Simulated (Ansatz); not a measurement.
# SnP2: the cost of one run

Method: DFT PBE, scalar-relativistic, plane waves, PAW, in Ansatz 0.2.0.

## 1. The structure to begin with

Symmetry: Imma, No. 74, orthorhombic system. The conventional cell has a = 4.624 Å, b = 7.396 Å, c = 7.838 Å, α = 90.00°, β = 90.00°, γ = 90.00°. Around Sn (site symmetry mm2) lie 12 P at 3.19 to 3.35 Å. P (site symmetry m) has 4 P at 2.65 to 2.93 Å and 6 Sn at 3.19 to 3.35 Å as nearest neighbours.

Structure file:

```xyz
6
Lattice="-2.3118 3.6979 3.9190 2.3118 -3.6979 3.9190 2.3118 3.6979 -3.9190" Properties=species:S:1:pos:R:3 pbc="T T T"
Sn    0.0000    1.8489    4.2795
Sn    2.3118    1.8489   -0.3605
P     0.0000    0.3846    1.2697
P     0.0000    3.3133    1.2697
P     2.3118    3.3133    2.6492
P     2.3118    0.3846    2.6492
```

This is candidate A: YCu2 type (Imma, No. 74).

(A quick probe on a coarse mesh, which set the mesh and smearing, is not shown.)

## 3. Coarse relaxation (candidate A)

input.yaml reads:

```yaml
crystal:
  lattice:
    - [-2.3117848497, 3.6978898327, 3.9189797487]
    - [2.3117848497, -3.6978898327, 3.9189797487]
    - [2.3117848497, 3.6978898327, -3.9189797487]
  atoms:
    - { symbol: Sn, position: [0.796, 0.546, 0.25] }
    - { symbol: Sn, position: [0.204, 0.454, 0.75] }
    - { symbol: P, position: [0.214, 0.162, 0.052] }
    - { symbol: P, position: [0.61, 0.162, 0.448] }
    - { symbol: P, position: [0.786, 0.838, 0.948] }
    - { symbol: P, position: [0.39, 0.838, 0.552] }
basis:
  ecutwfc: 420
kpoints:
  mp_grid: { grid: [4, 4, 4] }
hamiltonian:
  xc: pbe
scf:
  occupations: { method: gaussian, width: 0.1 }
  lower_state_search: "off"
output:
  forces: true
  stress: true
  eigenvalues: true
relax:
  adjacent_minimum: "off"
  f_tol: 0.04
  max_steps: 70
  cell: { stress_tol: 0.4 }
```

What time and memory should one allow on 1 thread of an x86-64 CPU, shared host?

About 76 s, with a peak of 0.47 GiB.
